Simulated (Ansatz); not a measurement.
Set up this calculation in Ansatz 0.2.0, as the native input.

```
Task                : single point
Functional          : PBE
Potentials or basis : Ansatz PAW
Cutoff              : 420 eV (not typed: the program's choice for these potentials)
k mesh              : 11 × 11 × 2
Occupations         : fermi-dirac, width 0.05 eV
Spin                : collinear spin, ferromagnetic start
Starting moments    : [1.0, 1.0, 1.0, 1.0, 0.0, 0.0, 0.6, 0.6, 0.0, 0.0] μB
```

The system is NiMoIrPdW.

```
Ni Mo Pd Ir W
1.0
     2.77085    0.00000    0.00000
    -1.38543    2.39963    0.00000
     0.00000    0.00000   22.01961
Ni Mo Pd Ir W
2 2 2 2 2
Direct
  0.33333 0.66667 0.85081
  0.66667 0.33333 0.14919
  0.66667 0.33333 0.76059
  0.33333 0.66667 0.23941
  0.33333 0.66667 0.05329
  0.66667 0.33333 0.94671
  0.33333 0.66667 0.65827
  0.66667 0.33333 0.34173
  0.33333 0.66667 0.44418
  0.66667 0.33333 0.55582
```

The cell was built by a generator and needn't be a form met in nature.

The input as run:

input.yaml

```yaml
crystal:
  lattice:
    - [2.77085, 0.0, 0.0]
    - [-1.38543, 2.39963, 0.0]
    - [0.0, 0.0, 22.01961]
  atoms:
    - { symbol: Ni, position: [0.33333, 0.66667, 0.85081], spin: 1.0 }
    - { symbol: Ni, position: [0.66667, 0.33333, 0.14919], spin: 1.0 }
    - { symbol: Mo, position: [0.66667, 0.33333, 0.76059], spin: 1.0 }
    - { symbol: Mo, position: [0.33333, 0.66667, 0.23941], spin: 1.0 }
    - { symbol: Pd, position: [0.33333, 0.66667, 0.05329] }
    - { symbol: Pd, position: [0.66667, 0.33333, 0.94671] }
    - { symbol: Ir, position: [0.33333, 0.66667, 0.65827], spin: 0.6 }
    - { symbol: Ir, position: [0.66667, 0.33333, 0.34173], spin: 0.6 }
    - { symbol: W, position: [0.33333, 0.66667, 0.44418] }
    - { symbol: W, position: [0.66667, 0.33333, 0.55582] }
hamiltonian:
  xc: pbe
  pseudopotentials: { kind: paw }
magnetization:
  spin_polarized: true
kpoints:
  mp_grid: { grid: [11, 11, 2] }
scf:
  occupations: { method: fermi_dirac, width: 0.05 }
output:
  forces: true
  stress: true
  eigenvalues: true
```

Potentials or basis: Ansatz PAW.

The run is started by

```console
$ ansatz run input.yaml --threads 8 --pin off --max-ram 20480MiB --backend cpu --events-out ev --progress --plain --runs-dir out
```

Results of the run:

| Property | Result |
| --- | --- |
| Pressure | 0.0 GPa |
| Largest force | 0.095 eV/Å |
| Band gap on the k mesh | none (metal or under the smearing width) |
| Net moment | 0.00 μB per cell |
| Absolute moment | 0.00 μB per cell |

Caveat: the starting moments weren't kept.

Run time: 34 s on 8 threads of Arm Neoverse V1 (shared host), peak memory 1.4 GiB.
